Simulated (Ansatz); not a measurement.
**C₃H₆SSi: a ladder of functionals and wavefunction methods**

The task here is to estimate one member of a computed series from the others.

Method: functionals in def2-TZVPP, the program's frozen cores in correlated methods; program: Ansatz 0.2.0, Gaussian basis.

Levels to be run: LDA (SPW92), PBE-D4, revPBE-D4, BLYP-D4, r2SCAN-D4, B97M-V, PBE0-D4, B3LYP-D4, r2SCANh-D4, r2SCAN0-D4, HSE06-D4, BHLYP-D4, CAM-B3LYP-D4, LC-ωPBE, ωB97X-V, ωB97M-V, B2PLYP, PBE-QIDH; CCSD(T)/def2-SVP; CCSD(T)/def2-TZVPP; MP2/def2-QZVPP; extrapolation to the limit; RPA on PBE.

## Structure used throughout

An earlier PBE0-D4 in a triple-zeta def2 set relaxation fixed the geometry.

11 atoms, charge 0, spin multiplicity 1.

Atoms are counted from 1 here; the program's logs count them from 0.

Bond lengths: C1–Si2 1.858 Å, C1–H6 1.094 Å, C1–H7 1.091 Å, C1–H8 1.093 Å, Si2–C3 1.844 Å, Si2–S5 2.179 Å, Si2–H9 1.487 Å, C3–C4 1.342 Å, C3–H10 1.082 Å, C4–S5 1.781 Å, C4–H11 1.088 Å. Angles: Si2–C1–H6 110.2°, Si2–C1–H7 110.5°, Si2–C1–H8 110.6°, H6–C1–H7 108.7°, H6–C1–H8 108.0°, H7–C1–H8 108.7°, C1–Si2–C3 119.6°, C1–Si2–S5 115.2°, C1–Si2–H9 110.4°, C3–Si2–S5 80.3°, C3–Si2–H9 116.1°, S5–Si2–H9 112.1°, Si2–C3–C4 94.6°, Si2–C3–H10 140.0°, C4–C3–H10 125.3°, C3–C4–S5 112.4°, C3–C4–H11 128.5°, S5–C4–H11 119.1° and more.

The first run:

File in.yaml:

```yaml
crystal:
  periodic: [false, false, false]
  atoms:
    - {symbol: C, position_ang: [-1.032095, 0.763557, -1.304261]}
    - {symbol: Si, position_ang: [0.402333, -0.128131, -0.529720]}
    - {symbol: C, position_ang: [0.142781, -1.101701, 1.014623]}
    - {symbol: C, position_ang: [0.912590, -0.307649, 1.774442]}
    - {symbol: S, position_ang: [1.593654, 1.058294, 0.855822]}
    - {symbol: H, position_ang: [-1.676103, 0.055623, -1.833785]}
    - {symbol: H, position_ang: [-1.623757, 1.271930, -0.541160]}
    - {symbol: H, position_ang: [-0.680449, 1.504427, -2.026395]}
    - {symbol: H, position_ang: [1.238936, -0.773163, -1.576207]}
    - {symbol: H, position_ang: [-0.367213, -1.991989, 1.357055]}
    - {symbol: H, position_ang: [1.154722, -0.408296, 2.829987]}
basis:
  gaussian: {orbitals: def2-TZVPP}
hamiltonian: {xc: lda}
output: {orbitals: {seedname: orbitals}}
```

Among the steps run: LDA; PBE-D4 (GGA); revPBE-D4 (GGA); BLYP-D4 (GGA); r2SCAN-D4 (meta-GGA); B97M-V (meta-GGA); PBE0-D4 (hybrid); B3LYP-D4 (hybrid); r2SCANh-D4 (hybrid); r2SCAN0-D4 (hybrid); HSE06-D4 (hybrid); BHLYP-D4 (hybrid); CAM-B3LYP-D4 (range-separated); LC-ωPBE (range-separated); ωB97X-V (range-separated); ωB97M-V (range-separated); B2PLYP (double hybrid); PBE-QIDH (double hybrid).

One table of the session follows, with a row left open; its other results are not shown here.

It belongs to the step «Frontier levels by functional». 

```
  functional  HOMO (eV)  gap (eV)
 LDA (SPW92)      -5.44      3.79
      PBE-D4      -5.29      3.86
   revPBE-D4      -5.24      3.89
     BLYP-D4      -5.11      3.84
   r2SCAN-D4      -5.49      4.25
      B97M-V      -5.55      4.34
     PBE0-D4      -6.36      5.87
    B3LYP-D4          ?         ?
  r2SCANh-D4      -5.89      5.00
  r2SCAN0-D4      -6.49      6.12
    HSE06-D4      -5.96      5.10
    BHLYP-D4      -7.27      7.84
CAM-B3LYP-D4      -7.60      8.24
     LC-ωPBE      -8.96     10.72
     ωB97X-V      -8.60     10.28
     ωB97M-V      -8.47     10.00
```

Estimate the missing values for B3LYP-D4.

Worked estimate for «HOMO (eV)». Against the share of exact exchange, BLYP-D4 (0, -5.11), BHLYP-D4 (0.5, -7.27) give a slope of -4.32 per unit share; at 0.2 the line stands at -5.97.

The run gave: HOMO (eV): -6.13; gap (eV): 5.44. In «HOMO (eV)» the line misses by +0.16.
